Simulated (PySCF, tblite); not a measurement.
**C₅H₁₂OSi: geometry, infrared bands and NMR shifts**

What infrared bands and NMR shifts should C₅H₁₂OSi (`C[C@H](C=O)CC[SiH3]`) show?

Computed with tblite 0.8.0 and PySCF 2.14.0, with density-fitted response routines of our own, on a single molecule in the gas phase. Atoms count from 0, in the outputs and in this text.

**1. The starting structure**

19 atoms, charge 0, multiplicity 1; geometry from: force field or distance geometry start.

Bonds of the start (Å): C0–C1 1.52, C1–C2 1.51, C2–O3 1.24, C1–C4 1.53, C4–C5 1.53, C5–Si6 1.88, C0–H7 1.10, C0–H8 1.09, C0–H9 1.10, C1–H10 1.11, C2–H11 1.11, C4–H12 1.10, C4–H13 1.10, C5–H14 1.10, C5–H15 1.10, Si6–H16 1.48, Si6–H17 1.48, Si6–H18 1.48.

**2. Optimising the geometry with GFN2-xTB**

Job settings and geometry (Å):

```
{"job": {"kind": "relax", "xc": "GFN2-xTB", "basis": "xTB"}, "charge": 0, "multiplicity": 1}
C     -2.249000    -1.022700    -0.142400
C     -1.109100    -0.433600     0.663200
C     -1.626300     0.761800     1.436000
O     -1.241400     1.924800     1.277300
C      0.083500    -0.095100    -0.230700
C      1.370300     0.167300     0.551600
Si     2.874700     0.604600    -0.485000
H     -3.100600    -1.265500     0.508300
H     -1.944100    -1.937000    -0.658400
H     -2.618300    -0.305600    -0.886600
H     -0.795300    -1.179600     1.418400
H     -2.434600     0.538300     2.167200
H     -0.163700     0.780800    -0.848700
H      0.264400    -0.928600    -0.933100
H      1.213700     0.992100     1.269900
H      1.614500    -0.721400     1.158700
H      3.177000    -0.514300    -1.407100
H      4.051400     0.811900     0.395900
H      2.623000     1.831100    -1.273000
```

Launch:

```console
$ OMP_NUM_THREADS=1 python probes_run.py task.json out
```

The driver reads the jobs from task.json and runs them one after another.

**Question.** This job is followed by: GFN2-xTB harmonic vibrations, gas phase; GIAO PBE0/pcSseg-1 NMR shielding, non-relativistic, gas phase. Predict these results of the whole session: strongest single infrared mode (GFN2-xTB); zero-point energy (GFN2-xTB); 13C shifts against TMS (PBE0/pcSseg-1); 1H shifts against TMS (PBE0/pcSseg-1, means over atoms taken as alike); 17O shifts against H2O (PBE0/pcSseg-1); 29Si shifts against TMS (PBE0/pcSseg-1); surface potential, 1st and 99th percentile.

The runs gave:

| quantity | value |
| --- | --- |
| strongest single infrared mode (GFN2-xTB) | 798 cm⁻¹, 422 km/mol |
| zero-point energy (GFN2-xTB) | 95.9 kcal/mol |
| 13C shifts against TMS (PBE0/pcSseg-1) | 208.9, 55.8, 30.0, 16.9, 10.6 ppm |
| 1H shifts against TMS (PBE0/pcSseg-1, means over atoms taken as alike) | 10.04, 3.83, 2.05, 1.86, 1.19, 1.18, 1.04, 0.29 ppm |
| 17O shifts against H2O (PBE0/pcSseg-1) | 675.8 ppm |
| 29Si shifts against TMS (PBE0/pcSseg-1) | -70.8 ppm |
| surface potential, 1st and 99th percentile | -1.52 V and 0.99 V |

What this shows: The optimisation took 30 steps and gained 0.105 eV; among the close pairs (by a distance rule), C2–O3 changed most, from 1.235 to 1.198 Å. All 51 modes are real, so the xTB geometry is a minimum. The strongest single mode, at 798 cm⁻¹, is spread over several atoms, Si6, H17, H16, H18 among them. GFN2-xTB is a fitted tight-binding method: band positions and strengths are rough. Its intensities can rank the bands wrongly. C2 (aldehyde carbonyl carbon) lies farthest downfield among carbon, at 208.9 ppm; low-lying n→π* states of the double bond to the heteroatom give a large paramagnetic term (-270 ppm). H11 (hydrogen on an aldehyde carbonyl carbon) lies farthest downfield among hydrogen, at 10.04 ppm; deshielded by the polar, anisotropic C=O bond. At PBE0/pcSseg-1: The widest tensor belongs to O3: span 1337 ppm, with a paramagnetic part of -744 ppm. By nearest atom (PBE0/pcSseg-1), the HOMO sits on O3 57 %; H11 15 % and the LUMO on C2 42 %; O3 31 %.
